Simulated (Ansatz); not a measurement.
Relaxation of a periodic cell of 13 atoms, HOs$_{12}$ (host Os, host structure hcp, interstitial H), to a largest force component of 0.03 eV/Å in at most 60 steps.

Method: DFT PBEsol, scalar-relativistic, plane waves, PAW in Ansatz 0.2.0. Settings: cutoff 420 eV, k mesh 4x3x4, gaussian smearing 0.05 eV, no spin polarisation.

```xyz
13
Lattice="5.4800 0.0000 0.0000 -4.1100 7.1187 0.0000 0.0000 0.0000 4.3265" Properties=species:S:1:pos:R:3
Os 0.000 0.000 0.000
Os 0.000 1.582 2.163
Os -1.370 2.373 0.000
Os -1.370 3.955 2.163
Os -2.740 4.746 0.000
Os -2.740 6.328 2.163
Os 2.740 0.000 0.000
Os 2.740 1.582 2.163
Os 1.370 2.373 0.000
Os 1.370 3.955 2.163
Os 0.000 4.746 0.000
Os 0.000 6.328 2.163
H -0.053 1.613 -0.474
```

Problem. Where does it end, and by what steps?

Solution. It converged. The force dipped under the threshold on the way, but the program's further checks kept it going. Limits of this set-up: coarse k mesh, odd electron count without spin, a small cell, in which the defect meets its images, a typed lattice constant that wasn't relaxed here. After 6 steps the energy has fallen by 0.539 eV; Os1 moved furthest, 0.10 Å.

```json
{"step": "0", "energy less start (eV)": "0.0000", "largest force component (eV/Å)": "3.122", "accepted": "yes"}
{"step": "1", "energy less start (eV)": "-0.4171", "largest force component (eV/Å)": "1.115", "accepted": "yes"}
{"step": "2", "energy less start (eV)": "-0.5308", "largest force component (eV/Å)": "0.155", "accepted": "yes"}
{"step": "3", "energy less start (eV)": "-0.5373", "largest force component (eV/Å)": "0.072", "accepted": "yes"}
{"step": "4", "energy less start (eV)": "-0.5373", "largest force component (eV/Å)": "0.182", "accepted": "yes"}
{"step": "5", "energy less start (eV)": "-0.5391", "largest force component (eV/Å)": "0.011", "accepted": "yes"}
{"step": "6", "energy less start (eV)": "-0.5391", "largest force component (eV/Å)": "0.011", "accepted": "yes"}
```

```xyz
13
Lattice="5.4800 0.0000 0.0000 -4.1100 7.1187 0.0000 0.0000 0.0000 4.3265" Properties=species:S:1:pos:R:3
Os -0.007 -0.093 0.034
Os -0.009 1.582 2.072
Os -1.438 2.415 0.022
Os -1.384 3.959 2.173
Os -2.731 4.765 0.005
Os -2.743 6.318 2.174
Os 2.736 0.007 -0.001
Os 2.732 1.592 2.177
Os 1.435 2.430 0.032
Os 1.371 3.965 2.176
Os -0.014 4.755 0.005
Os -0.015 6.315 2.169
H 0.013 1.568 -0.532
```

Whether the end is a true minimum wasn't checked by a vibrational analysis.

Run time: 52 s on 4 threads of Intel(R) Xeon(R) Platinum 8488C (Sapphire Rapids), with other jobs on the host, peak memory 1.1 GiB.
